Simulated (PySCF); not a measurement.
# C4H5FSSi: the cost of one run

Computed with PySCF 2.14.0, with density-fitted response routines of our own, on a single molecule in the gas phase. Atoms are numbered from 0 throughout.

## 1. The molecule as given

12 atoms, charge 0, multiplicity 1; geometry from: PBE0-D3(BJ)/def2-SVP.

Bonds of the start (Å): F0–C1 1.32, C1–C2 1.37, C2–C3 1.42, C3–C4 1.38, C4–Si5 1.87, C4–S6 1.74, S6–C1 1.73, C2–H7 1.09, C3–H8 1.09, Si5–H9 1.49, Si5–H10 1.49, Si5–H11 1.49.

## 2. Core-electron binding energies: SCAN, X2C

Job settings and geometry (Å):

```
{"job": {"kind": "xps"}, "charge": 0, "multiplicity": 1}
F     -2.955697     1.495721    -0.721615
C     -1.805625     0.933895    -0.410834
C     -1.617666    -0.290143     0.163888
C     -0.232153    -0.552098     0.347829
C      0.601408     0.458444    -0.081252
Si     2.465012     0.482195    -0.007541
S     -0.330527     1.770861    -0.730313
H     -2.436253    -0.956515     0.434580
H      0.147873    -1.474547     0.791301
H      3.061988     0.625411    -1.369913
H      2.889440    -0.816687     0.592896
H      2.963886     1.611779     0.833964
```

With the program's defaults for keys left out, this is: delta-SCF UKS SCAN, pcX-2 on the ionised atom, pcseg-1 elsewhere, spin-free X2C.

The run is started by

```sh
> OMP_NUM_THREADS=1 python probes_run.py task.json out
```

This one command runs all jobs of the session in turn.

**Question.** How long does this first job take on 1 thread of Intel Xeon 6975P-C, shared host, and how much memory does it need?

About 44 s, with a peak of 0.65 GiB.
